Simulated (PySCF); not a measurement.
**C2H2FGe (SMILES C#[C][GeH][F]): UB2PLYP/cc-pVDZ**

What is the energy change on altering one bond length of C2H2FGe at UB2PLYP/cc-pVDZ? Input form: a Python script.

The results are computed with PySCF 2.14.0.

2 further runs of the same task are left out: 2 set aside as unsound or not needed.

**1. The molecule**

C2H2FGe: 6 atoms, total charge 0, spin state doublet. SMILES: `C#[C][GeH][F]`. Geometry: relaxed at PBE0-D4/def2-TZVP.

Bond lengths: C1–C2 1.208 Å, C2–Ge3 1.890 Å, Ge3–F4 1.742 Å, C1–H5 1.066 Å, Ge3–H6 1.546 Å. Angles: C1–C2–Ge3 172.4°, C2–Ge3–F4 106.6°, C2–C1–H5 178.7°, C2–Ge3–H6 112.0°, F4–Ge3–H6 106.4°.

**2. The energy at UB2PLYP/cc-pVDZ**

run.py

```python
from pyscf import gto, dft, mp

mol = gto.M(
    atom='''
C   -0.259200   0.074500  -1.769000
C    0.006200   0.034600  -0.591400
Ge   0.661100  -0.021100   1.180400
F   -0.021800  -1.442400   1.919600
H   -0.516900   0.107000  -2.803300
H    0.172500   1.183400   2.017600
''',
    spin=1,
    basis='cc-pvdz',
    max_memory=1860,
    verbose=3,
    charge=0,
)

mf = dft.UKS(mol)
mf.xc = '0.53*HF + 0.47*B88, 0.73*LYP'
mf.conv_tol = 1e-10
mf.grids.level = 5
mf.kernel()
if not mf.converged:
    mf = mf.newton().run(mf.mo_coeff, mf.mo_occ)

pt = mp.MP2(mf, frozen=12).run()
energy = mf.e_tot + 0.27 * pt.e_corr
print('PT2 part  %.8f' % (0.27 * pt.e_corr))
print(f'total energy: {energy:.8f} hartree')
```

Launch:

```bash
$ OMP_NUM_THREADS=1 python run.py
```

Log:

```text
WARN: HOMO -0.168717939408238 >= LUMO -0.168717939408239

converged SCF energy = -2253.41294817347  <S^2> = 0.75760239  2S+1 = 2.007588
E(UMP2) = -2254.07323258933  E_corr = -0.660284415859393
E(SCS-UMP2) = -2254.05370323753  E_corr = -0.640755064062908
PT2 part  -0.17827679
total energy: -2253.59122497 hartree
```

Wall time 41 s (1 thread of Arm Neoverse V2, shared host); peak memory 0.43 GiB.

**3. The distorted shape at the same level**

input.py

```python
from pyscf import gto, dft, mp

mol = gto.M(
    atom='''
C     -0.112633    -0.286817    -2.020137
C      0.152767    -0.326717    -0.842537
Ge     0.807667    -0.382417     0.929263
F      0.124767    -1.803717     1.668463
H     -0.370333    -0.254317    -3.054437
H      0.172500     1.183400     2.017600
''',
    basis='cc-pvdz',
    spin=1,
    max_memory=1860,
    verbose=3,
)

mf = dft.UKS(mol)
mf.xc = '0.53*HF + 0.47*B88, 0.73*LYP'
mf.conv_tol = 1e-10
mf.grids.level = 5
mf.kernel()
if not mf.converged:
    mf = mf.newton().run(mf.mo_coeff, mf.mo_occ)

pt = mp.MP2(mf, frozen=12).run()
etot = mf.e_tot + 0.27 * pt.e_corr
print('PT2 part  %.8f' % (0.27 * pt.e_corr))
print(f'total energy: {etot:.8f} hartree')
```

Launch:

```bash
$ OMP_NUM_THREADS=1 python input.py
```

Log:

```text
WARN: HOMO -0.177301337540436 >= LUMO -0.177301337540427

converged SCF energy = -2253.37977709336  <S^2> = 0.78243555  2S+1 = 2.0321767
E(UMP2) = -2254.04486717261  E_corr = -0.665090079256406
E(SCS-UMP2) = -2254.02600958263  E_corr = -0.646232489273161
PT2 part  -0.17957432
total energy: -2253.55935141 hartree
```

Wall time 43 s (1 thread of Arm Neoverse V2, shared host); peak memory 0.43 GiB.

**4. What came out**

Level: UB2PLYP/cc-pVDZ, 12 core orbitals frozen.

```
                                                                 quantity           value
                                                first shape: total energy  -2253.59122 Eh
                                    first shape: dipole moment (SCF part)          2.45 D
    first shape: HOMO energy (SCF part's orbitals) (highest over α and β)        -7.68 eV
     first shape: LUMO energy (SCF part's orbitals) (lowest over α and β)        -2.05 eV
                                                        first shape: ⟨S²⟩           0.758
                                            distorted shape: total energy  -2253.55935 Eh
                                distorted shape: dipole moment (SCF part)          2.54 D
distorted shape: HOMO energy (SCF part's orbitals) (highest over α and β)        -7.91 eV
 distorted shape: LUMO energy (SCF part's orbitals) (lowest over α and β)        -2.41 eV
                                                    distorted shape: ⟨S²⟩           0.782
       energy change with the Ge3–H6 bond stretched from 1.546 to 2.010 Å        0.867 eV
```

In words: With the Ge3–H6 bond stretched from 1.546 to 2.010 Å the energy rises by 0.87 eV (83.7 kJ/mol). The first shape isn't relaxed at this level, so the change isn't measured from a minimum.
